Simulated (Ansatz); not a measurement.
# K on Pt (111)

The task, for Pt: compare the adsorption sites of K.

Method: DFT PBE+D3(BJ), scalar-relativistic, plane waves, PAW, in Ansatz 0.2.0.

2 further runs of the same task are left out: 2 set aside as unsound or not needed.

### 1 The structure to begin with

It takes space group P3m1 (No. 156, trigonal). The conventional cell has a = 2.778 Å, b = 2.778 Å, c = 23.805 Å, α = 90.00°, β = 90.00°, γ = 120.00°. Around Pt (site symmetry 3m) lie 9 Pt at 2.78 Å. Pt (site symmetry 3m) is surrounded by 12 Pt at 2.77 to 2.78 Å. Pt (site symmetry 3m) has 12 Pt at 2.77 to 2.80 Å as nearest neighbours. Around Pt (site symmetry 3m) lie 9 Pt at 2.78 to 2.80 Å.

Structure file:

```cif
data_structure
_symmetry_space_group_name_H-M 'P 1'
_symmetry_Int_Tables_number 1
_cell_length_a 5.5559
_cell_length_b 5.5559
_cell_length_c 23.8045
_cell_angle_alpha 90.000
_cell_angle_beta 90.000
_cell_angle_gamma 120.000
_cell_volume 636.35
loop_
_atom_site_label
_atom_site_type_symbol
_atom_site_fract_x
_atom_site_fract_y
_atom_site_fract_z
_atom_site_occupancy
Pt1 Pt 0.33333 0.16667 0.35707 1
Pt2 Pt 0.33333 0.66667 0.35707 1
Pt3 Pt 0.83333 0.16667 0.35707 1
Pt4 Pt 0.83333 0.66667 0.35707 1
Pt5 Pt 0.66667 0.33333 0.45236 1
Pt6 Pt 0.66667 0.83333 0.45236 1
Pt7 Pt 0.16667 0.33333 0.45236 1
Pt8 Pt 0.16667 0.83333 0.45236 1
Pt9 Pt 0.00000 0.50000 0.54700 1
Pt10 Pt 0.00000 0.00000 0.54700 1
Pt11 Pt 0.50000 0.50000 0.54700 1
Pt12 Pt 0.50000 0.00000 0.54700 1
Pt13 Pt 0.33333 0.66667 0.64337 1
Pt14 Pt 0.33333 0.16667 0.64337 1
Pt15 Pt 0.83333 0.66667 0.64337 1
Pt16 Pt 0.83333 0.16667 0.64337 1
```

Miller indices refer to the conventional cell of the relaxed bulk, Fm-3m (No. 225): a = 3.929 Å, b = 3.929 Å, c = 3.929 Å, α = 90.00°, β = 90.00°, γ = 90.00°.

It is a (111) slab, 6.8 Å thick as cut, with 17 Å of vacuum, in a 2×2 surface cell; its outer planes are Pt (top) and Pt (bottom). An earlier relaxation, lower half held, gave -200372.7477 eV, work function 5.70 eV.

### 2 K at the top (Pt) site

The input, input.yaml:

```yaml
crystal:
  lattice:
    - [5.5558884584, 0.0, 0.0]
    - [-2.7779442292, 4.8115405456, 0.0]
    - [0.0, 0.0, 25.8045458955]
  atoms:
    - { symbol: Pt, position: [0.3333333333, 0.1666666667, 0.329399325] }
    - { symbol: Pt, position: [0.3333333333, 0.6666666667, 0.329399325] }
    - { symbol: Pt, position: [0.8333333333, 0.1666666667, 0.329399325] }
    - { symbol: Pt, position: [0.8333333333, 0.6666666667, 0.329399325] }
    - { symbol: Pt, position: [0.6666666667, 0.3333333333, 0.4172978672] }
    - { symbol: Pt, position: [0.6666666667, 0.8333333333, 0.4172978672] }
    - { symbol: Pt, position: [0.1666666667, 0.3333333333, 0.4172978672] }
    - { symbol: Pt, position: [0.1666666667, 0.8333333333, 0.4172978672] }
    - { symbol: Pt, position: [0.0, 0.5, 0.5046029064] }
    - { symbol: Pt, position: [0.0, 0.0, 0.5046029064] }
    - { symbol: Pt, position: [0.5, 0.5, 0.5046029064] }
    - { symbol: Pt, position: [0.5, 0.0, 0.5046029064] }
    - { symbol: Pt, position: [0.3333333333, 0.6666666667, 0.5935036426] }
    - { symbol: Pt, position: [0.3333333333, 0.1666666667, 0.5935036426] }
    - { symbol: Pt, position: [0.8333333333, 0.6666666667, 0.5935036426] }
    - { symbol: Pt, position: [0.8333333333, 0.1666666667, 0.5935036426] }
    - { symbol: K, position: [0.3333333333, 0.6666666667, 0.7252633726] }
basis:
  ecutwfc: 420
kpoints:
  mp_grid: { grid: [6, 6, 1] }
hamiltonian:
  xc: pbe
  dispersion: d3bj
scf:
  occupations: { method: gaussian, width: 0.1 }
output:
  forces: true
  eigenvalues: true
  write_density: true
  write_potential: true
  elf: true
  volumetric_format: npy
relax:
  adjacent_minimum: "off"
  f_tol: 0.03
  max_steps: 70
  constraints: [{ sites: [0, 1, 2, 3, 4, 5, 6, 7] }]
efield:
  axis: 3
  dipole_correction: true
```

The run is started by

```sh
$ ansatz run input.yaml --threads 4 --pin off --max-ram 10240MiB --backend cpu --events-out ev --progress --plain --runs-dir out
```

Further runs follow: K at the hollow (nearest Pt) site; K at the bridge (Pt-Pt) site; start: K, hollow (nearest Pt).

What does the calculation give? Wanted: K: lowest end.

The runs gave:

| quantity | value |
| --- | --- |
| K: lowest end | E_ads -2.78 eV, from the hollow (nearest Pt) start, 3 bonded, 2.59 Å high |

What this shows: The strongest binding of K is 2.78 eV, a strong chemical bond when counted from the free atom, not from the element's molecule or solid; the ends span 0.10 eV. It lowers the work function by 4.30 eV, as a dipole layer with its positive end outwards does. The slab runs have no spin polarisation, while the free adsorbate has its spin; a moment that survived on the surface would lower E_ads. A start on a symmetric site keeps its symmetry, so an end may be a saddle point and not a minimum. In some runs the vacuum holds more charge than the dipole correction wants, so vacuum levels can be off. Spin-orbit coupling is left out for Pt.
